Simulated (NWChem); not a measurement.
**[GeH3]− (SMILES [GeH3-]): GM08-SO/x2c-SVPall (ZORA-SO)**

Aim: the energy change on altering one bond length of [GeH3]− at GM08-SO/x2c-SVPall (ZORA-SO), from 2 runs. 

The calculation is run with NWChem 7.3.0.

2 further runs of the same task are left out: 2 set aside as unsound or not needed.

## Step 1: Starting point

The species is [GeH3]− (4 atoms), meant as a singlet with charge -1. As SMILES, `[GeH3-]`. Geometry: a GFN2-xTB relaxation, a rough one for these elements and not checked as a minimum.

Bond lengths: Ge1–H2 1.750 Å, Ge1–H3 1.752 Å, Ge1–H4 1.758 Å. Angles: H2–Ge1–H3 89.2°, H2–Ge1–H4 89.5°, H3–Ge1–H4 89.4°.

## Step 2: A single-point energy at GM08-SO/x2c-SVPall (ZORA-SO)

work.nw reads:

```
echo
start work
title "GeH3"
memory 2200 mb
charge -1

geometry units angstrom noautosym nocenter noautoz
  Ge     0.468920    -0.274960    -0.542070
  H      0.935040     0.154290     1.089240
  H     -0.940860    -1.090590     0.102250
  H     -0.463100     1.211260    -0.649430
end

basis spherical
  * library x2c-SVPall
end

relativistic
  zora on
end

dft
  xc m08-so
  grid fine
  direct
  maxiter 100
  print low
end

task sodft energy
```

Started as:

```sh
nwchem work.nw > work.out
```

The log of the run (excerpt; [...] marks lines left out):

```text
[...]
      One electron energy =    -3001.292144327464
           Coulomb energy =      943.004109840562
    Exchange-Corr. energy =      -81.537085295592
 Nuclear repulsion energy =       29.622716634422
       Scaling correction =       12.195777887809
[...]
      <S2> =      0.0006 (Exact =     0.0000)
[...]
```

Wall time 12 s (1 thread of INTEL XEON PLATINUM 8581C at 2.10GHz (Emerald Rapids), shared host); peak memory 0.12 GiB.

## Step 3: The distorted shape

geh3.xyz reads:

```xyz
4
GeH3 M08-SO
Ge     1.173810     0.132855    -0.864230
H      1.639930     0.562105     0.767080
H     -0.940860    -1.090590     0.102250
H      0.241790     1.619075    -0.971590
```

geh3.nw reads:

```
start geh3
title "GeH3 M08-SO"
memory 2200 mb
charge -1
geometry noautosym nocenter noautoz
load format xyz geh3.xyz
end
basis "ao basis" spherical
* library x2c-SVPall
end
relativistic
zora on
end
dft
xc m08-so
grid fine
direct
maxiter 100
print low
end
task sodft energy
```

Started as:

```sh
nwchem geh3.nw > geh3.out
```

The log of the run (excerpt; [...] marks lines left out):

```text
[...]
      One electron energy =    -2993.279428990973
           Coulomb energy =      938.286184945655
    Exchange-Corr. energy =      -81.458192490343
 Nuclear repulsion energy =       26.307396944025
       Scaling correction =       12.198350122812
[...]
      <S2> =      0.0008 (Exact =     0.0000)
[...]
```

Run time: 13 s. Hardware: 1 thread of INTEL XEON PLATINUM 8581C at 2.10GHz (Emerald Rapids), shared host; peak memory 0.12 GiB.

## Step 4: Outcome

Level: GM08-SO/x2c-SVPall (ZORA-SO).

```
                                                          quantity           value
                                         first shape: total energy  -2110.20240 Eh
                                     distorted shape: total energy  -2110.14404 Eh
energy change with the Ge1–H3 bond stretched from 1.752 to 2.627 Å        1.588 eV
```

What this shows: With the Ge1–H3 bond stretched from 1.752 to 2.627 Å the energy rises by 1.59 eV (153 kJ/mol). The first shape isn't relaxed at this level, so the change isn't measured from a minimum.
